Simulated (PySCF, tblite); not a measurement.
**C₇H₅F₂ radical: geometry, infrared bands and EPR parameters**

Aim: predict the infrared bands and EPR parameters of C₇H₅F₂ radical (`Cc1[c]cc(F)c(F)c1`).

The runs use tblite 0.8.0 and PySCF 2.14.0, with density-fitted response routines of our own; the level of theory stands in each step. All values are computed, except where a source is named. Atoms count from 0, in the outputs and in this text.

### Step 1. Starting geometry

14 atoms, charge 0, multiplicity 2; geometry from: force field or distance geometry start.

Bonds of the start (Å): C0–C1 1.51, C1–C2 1.38, C2–C3 1.39, C3–C4 1.37, C4–F5 1.36, C4–C6 1.39, C6–F7 1.35, C6–C8 1.40, C8–C1 1.38, C0–H9 1.12, C0–H10 1.11, C0–H11 1.12, C3–H12 1.08, C8–H13 1.08.

### Step 2. Geometry optimisation with GFN2-xTB

Job settings and geometry (Å):

```
{"job": {"kind": "relax", "xc": "GFN2-xTB", "basis": "xTB"}, "charge": 0, "multiplicity": 2}
C      2.304200    -0.074600    -0.154800
C      0.802000    -0.129800    -0.077100
C      0.131000    -1.331300    -0.176800
C     -1.255700    -1.379700    -0.108800
C     -2.006100    -0.248300     0.104400
F     -3.360000    -0.243000     0.180800
C     -1.332400     0.958500     0.208000
F     -2.079500     2.062600     0.408400
C      0.067200     1.021800     0.133100
H      2.739700    -0.671700     0.690900
H      2.657800     0.982500    -0.159800
H      2.536500    -0.600100    -1.112000
H     -1.761300    -2.331000    -0.182200
H      0.555900     1.983700     0.223900
```

On the command line:

```console
$ OMP_NUM_THREADS=1 python probes_run.py task.json out
```

This one command runs all jobs of the session in turn.

**Question.** This job is followed by: GFN2-xTB harmonic vibrations, gas phase; UKS B3LYP, pcH-1 on C F H, non-relativistic, mean-field spin-orbit, GIAO. What will the session give for the following? strongest single infrared mode (GFN2-xTB); zero-point energy (GFN2-xTB); g(iso) (B3LYP); ⟨S²⟩; largest a(iso) (averaged by class); potential on the surface of density 0.002 e/bohr³, 1st and 99th percentile.

**Answer**, as computed:

| quantity | value |
| --- | --- |
| strongest single infrared mode (GFN2-xTB) | 1453 cm⁻¹, 140 km/mol |
| zero-point energy (GFN2-xTB) | 60.0 kcal/mol |
| g(iso) (B3LYP) | 2.00225 |
| ⟨S²⟩ | 0.757 (exact 0.75) |
| largest a(iso) (averaged by class) | 13C on C2, 397.7 MHz |
| potential on the surface of density 0.002 e/bohr³, 1st and 99th percentile | -0.81 V and 1.20 V |

**Reading.** Over 23 steps the energy fell by 0.218 eV; of the close pairs, C0–H9 changed most, 1.123 to 1.089 Å. All 36 modes are real, so the xTB geometry is a minimum. The strongest single mode, at 1453 cm⁻¹, is carried by C4, C3, C1, C6. Unscaled tight-binding wavenumbers are off by several per cent, some by more. Its intensities can rank the bands wrongly. Most of the unpaired spin sits on C2 (1.02 e). The isotropic g lies 0.1 ppt below the free-electron value. The conformer search found further structures of the same energy, which may be mirror or relabelled copies of this one.
